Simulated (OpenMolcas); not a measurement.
# Re⁴⁺ among point charges: CASSCF and CASPT2 levels and susceptibility

Aim: the splitting of the states of Re⁴⁺ in the field of 6 point charges, its lowest levels with spin-orbit coupling and its magnetic susceptibility.

Method: state-averaged CASSCF and CASPT2, spin-orbit coupling by RASSI with atomic mean-field integrals. Code: OpenMolcas 26.06.

## 1. The system

```
Species                           : Re⁴⁺ (rhenium, Z = 75, 71 electrons)
Basis                             : ANO-RCC-VTZP [8s7p5d3f2g1h], 104 functions
Scalar Hamiltonian                : DKH2, point nucleus
Inactive shells                   : 1s 2s 2p 3s 3p 3d 4s 4p 4d 4f 5s 5p
Active space                      : 3 electrons in 5 orbitals (5d)
Some configurations of this space : 5d3
Orbitals                          : optimised for each spin and parity, averaged over all roots
```

The outer shells:

5d3
```
5d [↑ ][↑ ][↑ ][  ][  ]
```

The ion sits among 6 point charges of -1.7 e arranged as a tetragonal octahedron (D4h), 1.88 Å from the ion, with the axial distance 1.824 Å.

The work runs as a chain of OpenMolcas steps in one folder; each step below is one input file. Labels, J, g values, rates, χT and fits are worked out afterwards by a script from the matrices that RASSI stores. The input lists half of the charges; inversion (Group=XYZ) makes the rest.

## 2. One- and two-electron integrals

File a.inp:

```
&GATEWAY
Coord
1

Re 0.0 0.0 0.0
Basis=ANO-RCC-VTZP
Group=XYZ
NoMove
AngMom=0.0 0.0 0.0
AMFI
XField
3 Angstrom 0
1.880000 0.000000 0.000000 -1.700000
0.000000 1.880000 0.000000 -1.700000
0.000000 0.000000 1.823600 -1.700000
&SEWARD
```

Started as:

```bash
$ OMP_NUM_THREADS=1 MOLCAS_MEM=1689 MOLCAS_PROJECT=a pymolcas a.inp > a.log
```

## 3. CASSCF: quartets of even parity, 10 roots

File a.inp:

```
&RASSCF
FileOrb=start.orb
Symmetry=1
Spin=4
nActEl=3 0 0
Inactive=15 19
Ras2=5 0
CIRoot=10 10 1
SDav=10
CIMx=300
Iter=120 100
PrWF=0.3
OrbListing=Nothing
MaxOrb=0
>>> COPY $Project.JobIph JOB001
```

start.orb holds the contracted functions of the basis, ordered by shell, or the orbitals of the step before.

## 4. Reference wave functions, doublets of even parity, 40 roots

File a.inp:

```
&RASSCF
FileOrb=start.orb
Symmetry=1
Spin=2
nActEl=3 0 0
Inactive=15 19
Ras2=5 0
CIRoot=40 40 1
SDav=40
CIMx=300
Iter=120 100
PrWF=0.3
OrbListing=Nothing
MaxOrb=0
>>> COPY $Project.JobIph JOB002
```

## 5. RASSI: spin-orbit coupling between the states

File a.inp:

```
&RASSI
NrOfJobIphs=2 10 40
1 2 3 4 5 6 7 8 9 10
1 2 3 4 5 6 7 8 9 10 11 12 13 14 15 16 17 18 19 20 21 22 23 24 25 26 27
28 29 30 31 32 33 34 35 36 37 38 39 40
IphNames
JOB001
JOB002
EJob
SpinOrbit
DIPRint=1.0
SOCoupling=1000.0
Subsets=2
Property=9
'ANGMOM' 1 'ANGMOM' 2 'ANGMOM' 3 'MLTPL  1' 1 'MLTPL  1' 2 'MLTPL  1' 3
'AMFI' 1 'AMFI' 2 'AMFI' 3
SOProperty=3
'ANGMOM' 1 'ANGMOM' 2 'ANGMOM' 3
```

## 6. CASPT2: IPEA 0.25, imaginary shift 0.1 (closed shells correlated: 5s 5p)

File a.inp:

```
>>> COPY JOB001 $Project.JobIph
&CASPT2
Multistate=10 1 2 3 4 5 6 7 8 9 10
NoMult
Frozen=14 16
IPEA=0.25
Imaginary=0.1
MaxIter=60
WThr=0.0 0.3 0.05
PrWF=0.5
NoMix
>>> COPY JOB002 $Project.JobIph
&CASPT2
Multistate=40 1 2 3 4 5 6 7 8 9 10 11 12 13 14 15 16 17 18 19 20 21 22
23 24 25 26 27 28 29 30 31 32 33 34 35 36 37 38 39 40
NoMult
Frozen=14 16
IPEA=0.25
Imaginary=0.1
MaxIter=60
WThr=0.0 0.3 0.05
PrWF=0.5
NoMix
```

(Steps that only read results are left out.)

**Question.** What will these runs give? Wanted: spin-free ground state; first state of the same spin within the active space; lowest level; next level.

As calculated:

| quantity | value |
| --- | --- |
| method | SS-CASPT2, IPEA 0.25, imaginary shift 0.1 (closed shells correlated: 5s 5p) |
| spin-free ground state | 4B1, 1-fold in its orbital part |
| first state of the same spin within the active space | 4B2 at 14600 cm⁻¹ |
| lowest level | 2-fold E1/2, g = 0.29, 0.29, 3.66 |
| next level | 95.8 cm⁻¹ |
| χT at 300 K | 0.71 cm³ K/mol |
| effective moment at 300 K | 2.39 μB |

Cost by method:

```csv
method,time of its own steps,time with the reference
A. CASSCF,34 s,34 s
"B. SS-CASPT2, IPEA 0.25, imaginary shift 0.1, +5s 5p",34 s,68 s
```

Times are of one thread on a shared host.

**Reading.** The spin-free ground state (4B1) comes to 100 % from free-ion F terms and keeps the highest spin of the shell. χT at 300 K is 0.71, against 1.88 cm³ K/mol for the spin alone, so spin-orbit coupling lowers it. The field of point charges can differ much from that of real complexes. Point charges carry no covalency, so the field is a model and not that of real ligands.
